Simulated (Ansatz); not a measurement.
The system is InRh.

```
In Rh
1.0
     3.19600    0.00000    0.00000
     0.00000    3.19600    0.00000
     0.00000    0.00000    3.19600
In Rh
1 1
Direct
  0.50000 0.50000 0.50000
  0.00000 0.00000 0.00000
```

```yaml
Program: Ansatz 0.2.0
Task: relaxation of cell and atoms
Functional: RPBE
Potentials_or_basis: Ansatz PAW
Cutoff: "420 eV (not typed: the program's choice for these potentials)"
k_mesh: 8 × 8 × 8
Occupations: fermi-dirac, width 0.05 eV
Spin: no spin polarisation
```

At the start: volume 16.32 Å³/atom.

Question: How do energy, volume and symmetry change on relaxing?

Answer: It ends after 5 steps and the volume is 17.38 Å³/atom (+6.5 %); space group Pm-3m (No. 221, to 0.05 Å).

Step by step:
| step | energy change (eV) | largest force (eV/Å) | volume (Å³) |
| --- | --- | --- | --- |
| 1 | 0.0000 | 0.0000 | 32.65 |
| 2 | -0.0601 | 0.0000 | 34.97 |
| 3 | -0.0608 | 0.0000 | 34.78 |
| 4 | -0.0608 | 0.0000 | 34.76 |
| 5 | -0.0623 | 0.0000 | 34.76 |

Final structure:
```xyz
2
Lattice="3.2634 0.0000 0.0000 0.0000 3.2634 0.0000 0.0000 0.0000 3.2634" Properties=species:S:1:pos:R:3 pbc="T T T"
In    1.6317    1.6317    1.6317
Rh    0.0000    0.0000    0.0000
```

Caveat: the plane-wave basis is chosen anew once the cell has moved, so the energies of steps on either side of that aren't comparable; the PAW data sets come from PBE, with cores solved anew for the run's functional, which leaves a small shift of forces and pressure.
